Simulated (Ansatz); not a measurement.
**Ba: an axial (c/a) deformation path**

Aim: for Ba, look for other minima along an axial (c/a) path.

Method: DFT PBEsol, scalar-relativistic, plane waves, PAW, in Ansatz 0.2.0.

## 1. The starting structure

It takes space group Cmmm (No. 65, orthorhombic). The conventional cell has a = 3.910 Å, b = 7.300 Å, c = 5.700 Å, α = 90.00°, β = 90.00°, γ = 90.00°. Ba (site symmetry mmm) has 6 Ba at 3.91 to 4.14 Å in its first shell of neighbours.

As a file:

```
CELL_PARAMETERS angstrom
1.95500 -3.65000 0.00000
1.95500 3.65000 0.00000
0.00000 0.00000 5.70000
ATOMIC_POSITIONS crystal
Ba 0.00000 0.00000 0.00000
```

The cell is taken as given, not relaxed at this level.

## 2. The undisturbed cell

input.yaml

```yaml
crystal:
  lattice:
    - [1.955, -3.65, 0.0]
    - [1.955, 3.65, 0.0]
    - [0.0, 0.0, 5.7]
  atoms:
    - { symbol: Ba, position: [0.0, 0.0, 0.0] }
basis:
  ecutwfc: 420
kpoints:
  mp_grid: { grid: [16, 16, 10] }
hamiltonian:
  xc: pbesol
scf:
  occupations: { method: gaussian, width: 0.15 }
output:
  forces: true
  stress: true
  eigenvalues: true
```

Command:

```bash
$ ansatz run input.yaml --threads 1 --pin off --max-ram 2560MiB --backend cpu --events-out ev --progress --plain --runs-dir out
```

## 3. Setting up an axial (c/a) deformation path

At fixed volume and fractional coordinates, lengths along (0.000, 0.000, 1.000) are scaled against those across it; ρ is that ratio over its starting value.

## 4. Point ρ = 0.850

Changes to input.yaml since step 2:

```diff
@@ -2,5 +2,5 @@
   lattice:
-    - [1.955, -3.65, 0.0]
-    - [1.955, 3.65, 0.0]
-    - [0.0, 0.0, 5.7]
+    - [2.0638293603, -3.8531852507, 0.0]
+    - [2.0638293603, 3.8531852507, 0.0]
+    - [0.0, 0.0, 5.1147075451]
   atoms:
```

## 5. ρ = 1.200

Changes to input.yaml since step 4:

```diff
@@ -2,5 +2,5 @@
   lattice:
-    - [2.0638293603, -3.8531852507, 0.0]
-    - [2.0638293603, 3.8531852507, 0.0]
-    - [0.0, 0.0, 5.1147075451]
+    - [1.8397254365, -3.4347815054, 0.0]
+    - [1.8397254365, 3.4347815054, 0.0]
+    - [0.0, 0.0, 6.4366864375]
   atoms:
```

## 6. ρ = 0.920

Changes to input.yaml since step 5:

```diff
@@ -2,5 +2,5 @@
   lattice:
-    - [1.8397254365, -3.4347815054, 0.0]
-    - [1.8397254365, 3.4347815054, 0.0]
-    - [0.0, 0.0, 6.4366864375]
+    - [2.0100991779, -3.7528705879, 0.0]
+    - [2.0100991779, 3.7528705879, 0.0]
+    - [0.0, 0.0, 5.3917954418]
   atoms:
```

## 7. Point ρ = 1.100

Changes to input.yaml since step 6:

```diff
@@ -2,5 +2,5 @@
   lattice:
-    - [2.0100991779, -3.7528705879, 0.0]
-    - [2.0100991779, 3.7528705879, 0.0]
-    - [0.0, 0.0, 5.3917954418]
+    - [1.8938657935, -3.5358619675, 0.0]
+    - [1.8938657935, 3.5358619675, 0.0]
+    - [0.0, 0.0, 6.0739327496]
   atoms:
```

## 8. Point ρ = 0.960

Changes to input.yaml since step 7:

```diff
@@ -2,5 +2,5 @@
   lattice:
-    - [1.8938657935, -3.5358619675, 0.0]
-    - [1.8938657935, 3.5358619675, 0.0]
-    - [0.0, 0.0, 6.0739327496]
+    - [1.9817841502, -3.700006214, 0.0]
+    - [1.9817841502, 3.700006214, 0.0]
+    - [0.0, 0.0, 5.54696822]
   atoms:
```

## 9. ρ = 1.050

Changes to input.yaml since step 8:

```diff
@@ -2,5 +2,5 @@
   lattice:
-    - [1.9817841502, -3.700006214, 0.0]
-    - [1.9817841502, 3.700006214, 0.0]
-    - [0.0, 0.0, 5.54696822]
+    - [1.923462227, -3.5911187358, 0.0]
+    - [1.923462227, 3.5911187358, 0.0]
+    - [0.0, 0.0, 5.8884508586]
   atoms:
```

## 10. ρ = 0.800

Changes to input.yaml since step 9:

```diff
@@ -2,5 +2,5 @@
   lattice:
-    - [1.923462227, -3.5911187358, 0.0]
-    - [1.923462227, 3.5911187358, 0.0]
-    - [0.0, 0.0, 5.8884508586]
+    - [2.1059599095, -3.9318433093, 0.0]
+    - [2.1059599095, 3.9318433093, 0.0]
+    - [0.0, 0.0, 4.9121110933]
   atoms:
```

## 11. Point ρ = 1.300

Changes to input.yaml since step 10:

```diff
@@ -2,5 +2,5 @@
   lattice:
-    - [2.1059599095, -3.9318433093, 0.0]
-    - [2.1059599095, 3.9318433093, 0.0]
-    - [0.0, 0.0, 4.9121110933]
+    - [1.7912889394, -3.3443501938, 0.0]
+    - [1.7912889394, 3.3443501938, 0.0]
+    - [0.0, 0.0, 6.7894890236]
   atoms:
```

(Steps that only read results are left out.)

**Question.** What will these runs give? Wanted: highest point.

As calculated:

| quantity | value |
| --- | --- |
| highest point | 370.4 meV/atom at ρ = 1.300 |

**Reading.** The energy drops below the reference, by 200.1 meV/atom at ρ = 0.800; the cell was taken as given and not relaxed at this level. No sampled point inside the path is a dip, apart from those named.
